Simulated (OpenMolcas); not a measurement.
# One shape, several levels: AlPNH4OF (SMILES [NH2][Al]([F])[PH]O)

Aim: a comparison of 6 runs (HF/3-21G, B3LYP/6-31G*, BHLYP/def2-SVP, BLYP/def2-SVP, SVWN5/def2-SVP) of AlPNH4OF. 

The results are computed with OpenMolcas 26.06.

1 further run of the same task is left out (set aside as unsound or not needed).

## (1) The structure to begin with

AlPNH4OF has 9 atoms, charge 0, and is taken as a singlet. As SMILES, `[NH2][Al]([F])[PH]O`. The shape is that of a PBE0-D4/def2-TZVP optimisation. This is one conformer, not always the lowest.

Bond lengths: N1–Al2 1.755 Å, Al2–F3 1.652 Å, Al2–P4 2.334 Å, P4–O5 1.677 Å, N1–H6 1.007 Å, N1–H7 1.006 Å, P4–H8 1.430 Å, O5–H9 0.960 Å. Angles: N1–Al2–F3 119.8°, N1–Al2–P4 121.0°, F3–Al2–P4 119.0°, Al2–P4–O5 96.2°, Al2–N1–H6 122.5°, Al2–N1–H7 126.3°, Al2–P4–H8 92.8°, O5–P4–H8 100.3°, P4–O5–H9 109.0°, H6–N1–H7 111.1°.

## (2) Energy and gradient at HF/3-21G (run 1)

mol.input

```
>>> EXPORT MOLCAS_PRINT=2

&GATEWAY
  BASLIB=$CurrDir
  BASISSET
  N.3-21G....
  N1 1.489200 1.004600 -0.185800 angstrom
  End of Basis
  BASISSET
  Al.3-21G....
  Al2 0.882400 -0.572900 0.285200 angstrom
  End of Basis
  BASISSET
  F.3-21G....
  F3 1.905300 -1.677400 0.966000 angstrom
  End of Basis
  BASISSET
  P.3-21G....
  P4 -1.322700 -1.196100 -0.158400 angstrom
  End of Basis
  BASISSET
  O.3-21G....
  O5 -1.889900 0.351100 -0.471500 angstrom
  End of Basis
  BASISSET
  H.3-21G....
  H6 0.893900 1.722700 -0.565900 angstrom
  H7 2.431700 1.338900 -0.072400 angstrom
  H8 -1.643200 -1.310200 1.230300 angstrom
  H9 -2.658100 0.293000 -1.044600 angstrom
  End of Basis

&SEWARD

&SCF
  THRESHOLDS=1e-10 1e-07 1e-07 1e-05
  PRORBITALS=1 2

&ALASKA
```

The basis set 3-21G is read from a file made from the Basis Set Exchange's data (not shown).

Launch:

```bash
$ export MOLCAS_MEM=1860
$ pymolcas mol.input > mol.log
```

The log of the run:

```text
--- Start Module: gateway ---
[...]
--- Stop Module: gateway /rc=_RC_ALL_IS_WELL_ ---
[...]
      Basis functions           61
[...]
--- Start Module: scf ---
[...]
       Convergence after  14 Iterations
[...]
::    Total SCF energy                               -809.5317593224
[...]
      Total spin, S                                     0.0000000000
[...]
      Total electronic charge=   56.000000
      Total            charge=   -0.000000
[...]
      Dipole Moment (debye):
      Origin of the operator (angstrom)=    0.0782   -0.5643    0.0950
                   X= -6.8091E-01               Y=  1.7234E+00               Z= -9.6121E-01           Total=  2.0875E+00
      Quadrupole Moment (debye*angstrom):
[...]
--- Stop Module: scf /rc=_RC_ALL_IS_WELL_ ---
[...]
--- Start Module: alaska ---
[...]
 *              Molecular gradients               *
 **************************************************
  Irreducible representation: a
 ------------------------------------------------------------------------------------------
                              X                       Y                       Z
 ------------------------------------------------------------------------------------------
  N1               -2.39871328867114E-03   -4.46888186664651E-03   -8.50645201289524E-04
  AL2              -5.90256141951784E-03   -5.74438230411989E-03    6.00437334115733E-03
  F3               -3.07688558802788E-03    1.62023173936099E-03   -2.54517563214396E-03
  P4               -1.05834049125644E-02    3.51945863440140E-02   -1.54508499621073E-02
  O5                9.49856938647997E-03   -2.54326313432234E-02    9.03673979730757E-03
  H6               -2.01800537235552E-03    2.28599775699090E-03   -9.18295406956204E-04
  H7                3.14358922280711E-03    2.01440140507825E-03    5.83389123952338E-04
  H8                4.75671110084497E-03    4.13727807178998E-03    7.36769338922638E-04
[...]
--- Stop Module: alaska /rc=_RC_ALL_IS_WELL_ ---
[...]
```

Run time: 4.2 s. Hardware: 1 thread of AMD EPYC 7R43 (Zen 3), shared host; peak memory 0.4 GiB.

## (3) Energy and gradient at B3LYP/6-31G(d) (spherical functions) (run 2)

test.inp

```
&GATEWAY
BasLib = $CurrDir
Coord
9
angstrom
N        1.489200       1.004600      -0.185800
Al       0.882400      -0.572900       0.285200
F        1.905300      -1.677400       0.966000
P       -1.322700      -1.196100      -0.158400
O       -1.889900       0.351100      -0.471500
H        0.893900       1.722700      -0.565900
H        2.431700       1.338900      -0.072400
H       -1.643200      -1.310200       1.230300
H       -2.658100       0.293000      -1.044600
Basis = 6-31Gs
Group = NoSym
&SEWARD
GridInput
Grid=UltraFine
End of Grid
&SCF
KSDFT = B3LYP
Thresholds = 1e-10 1e-07 1e-07 1e-05
PrOrbitals = 1 2
&ALASKA
```

The basis set 6-31G* is read from a file made from the Basis Set Exchange's data (not shown).

Launch:

```bash
$ export MOLCAS_MEM=1860
$ pymolcas test.inp > test.log
```

The log of the run:

```text
--- Start Module: gateway ---
[...]
--- Stop Module: gateway /rc=_RC_ALL_IS_WELL_ ---
[...]
      Basis functions           86
[...]
--- Start Module: scf ---
[...]
       Convergence after  15 Iterations
[...]
::    Total KS-DFT energy                            -816.1126904537
[...]
      Total spin, S                                     0.0000000000
[...]
      Total electronic charge=   56.000000
      Total            charge=   -0.000000
[...]
      Dipole Moment (debye):
      Origin of the operator (angstrom)=    0.0782   -0.5643    0.0950
                   X= -8.6874E-01               Y=  1.8027E+00               Z= -1.0214E+00           Total=  2.2467E+00
      Quadrupole Moment (debye*angstrom):
[...]
--- Stop Module: scf /rc=_RC_ALL_IS_WELL_ ---
[...]
--- Start Module: alaska ---
[...]
 *              Molecular gradients               *
 **************************************************
  Irreducible representation: a
 ------------------------------------------------------------------------------------------
                              X                       Y                       Z
 ------------------------------------------------------------------------------------------
  N1               -1.33469092321903E-03   -2.50247864661901E-03    1.14650015802020E-03
  AL2               4.68056894067548E-03    2.33231039633075E-03    5.82508969683482E-04
  F3               -4.55413694925433E-03    4.60464705729180E-03   -3.04900369291783E-03
  P4               -2.25756580780612E-03    1.25886691992427E-02   -1.38815631284572E-03
  O5               -2.01352283687406E-03   -1.42067761696190E-02   -1.46121072848304E-03
  H6                3.13559160416377E-03   -3.53570409593429E-03    1.85294405410774E-03
  H7               -5.07089702909447E-03   -1.70013797037138E-03   -6.69465100012590E-04
  H8                6.53544669469097E-04    1.74408187451469E-03   -2.24328798012330E-03
[...]
--- Stop Module: alaska /rc=_RC_ALL_IS_WELL_ ---
[...]
```

It took 36 s on 1 thread of AMD EPYC 7R43 (Zen 3), shared host; peak memory 0.47 GiB.

Runs 3 to 5 aren't shown in full; the table further down has their settings and results.

## (4) Energy and forces at SVWN5/def2-SVP (run 6)

calc.input

```
>>> EXPORT MOLCAS_PRINT=2
&GATEWAY
BasLib
$CurrDir
Coord
9
angstrom
N        1.489200       1.004600      -0.185800
Al       0.882400      -0.572900       0.285200
F        1.905300      -1.677400       0.966000
P       -1.322700      -1.196100      -0.158400
O       -1.889900       0.351100      -0.471500
H        0.893900       1.722700      -0.565900
H        2.431700       1.338900      -0.072400
H       -1.643200      -1.310200       1.230300
H       -2.658100       0.293000      -1.044600
Basis
def2-SVP
Group
NoSym
&SEWARD
GridInput
Grid=UltraFine
End of Grid
&SCF
KSDFT
SVWN5
Thresholds
1e-10 1e-07 1e-07 1e-05
PrOrbitals
0
&ALASKA
```

The basis set def2-SVP is read from a file made from the Basis Set Exchange's data (not shown).

Launch:

```bash
$ export MOLCAS_MEM=1860
$ pymolcas calc.input > calc.log
```

The log of the run:

```text
--- Start Module: gateway ---
[...]
--- Stop Module: gateway /rc=_RC_ALL_IS_WELL_ ---
[...]
      Basis functions           98
[...]
--- Start Module: scf ---
[...]
       Convergence after  16 Iterations
[...]
::    Total KS-DFT energy                            -811.8279758681
[...]
      Total spin, S                                     0.0000000000
[...]
      Total electronic charge=   56.000000
      Total            charge=   -0.000000
[...]
      Dipole Moment (debye):
      Origin of the operator (angstrom)=    0.0782   -0.5643    0.0950
                   X= -9.8168E-01               Y=  1.9568E+00               Z= -1.0825E+00           Total=  2.4422E+00
      Quadrupole Moment (debye*angstrom):
[...]
--- Stop Module: scf /rc=_RC_ALL_IS_WELL_ ---
[...]
--- Start Module: alaska ---
[...]
 *              Molecular gradients               *
 **************************************************
  Irreducible representation: a
 ------------------------------------------------------------------------------------------
                              X                       Y                       Z
 ------------------------------------------------------------------------------------------
  N1                4.20140626541787E-03    1.41252588736638E-02   -3.47400033540080E-03
  AL2               8.18876476247410E-03   -4.20569533342552E-03    2.67697615872337E-03
  F3               -4.94301393756835E-03    4.94694814209318E-03   -2.96232842309863E-03
  P4               -3.85922050052301E-03    5.26000363518975E-03    8.17980567276777E-03
  O5               -1.12381880394645E-02   -8.84939710535093E-03   -8.02974050748850E-03
  H6                1.00538332882030E-02   -1.02328792122801E-02    5.77771617154088E-03
  H7               -1.45442537270375E-02   -4.56555731685615E-03   -1.88456627949352E-03
  H8                8.84806049630038E-04    1.54573494228072E-03   -9.70827405351304E-03
[...]
--- Stop Module: alaska /rc=_RC_ALL_IS_WELL_ ---
[...]
```

Wall time 32 s (1 thread of AMD EPYC 7R43 (Zen 3), shared host); peak memory 0.55 GiB.

## (5) All runs side by side

```
run                               level  integration grid  Cartesian functions  energy (Eh)  dipole moment (D)  HOMO energy (eV)  LUMO energy (eV)  wall time
  1                            HF/3-21G                 –                   no  -809.531759               2.09             -9.41              2.89      4.2 s
  2  B3LYP/6-31G* (spherical functions)         UltraFine                   no  -816.112690               2.25             -6.45             -0.59       36 s
  3  B3LYP/6-31G* (Cartesian functions)         UltraFine                  yes  -816.120769               2.24             -6.46             -0.61       36 s
  4                      BHLYP/def2-SVP         UltraFine                   no  -815.657928               2.15             -7.77              0.62       36 s
  5                       BLYP/def2-SVP         UltraFine                   no  -815.717095               2.31             -5.31             -1.00       43 s
  6                      SVWN5/def2-SVP         UltraFine                   no  -811.827976               2.44             -5.59             -1.36       32 s
```

## (6) Outcome

| quantity | value |
| --- | --- |
| run 6: total energy | -811.82798 Eh |
| run 6: dipole moment | 2.44 D |
| run 6: HOMO energy | -5.59 eV |
| run 6: LUMO energy | -1.36 eV |
| run 6: HOMO–LUMO gap | 4.24 eV |
| run 6: largest force on an atom | 0.844 eV/Å |

What this shows: The dipole moment (its size) runs from 2.09 D (HF/3-21G) to 2.44 D (SVWN5/def2-SVP). The two ends differ in method and basis. The HOMO–LUMO gap runs from 4.24 eV (SVWN5/def2-SVP) to 12.30 eV (HF/3-21G). Totals of different functionals can't be ranked against each other. All runs together took 3.1 min, the longest 43 s.
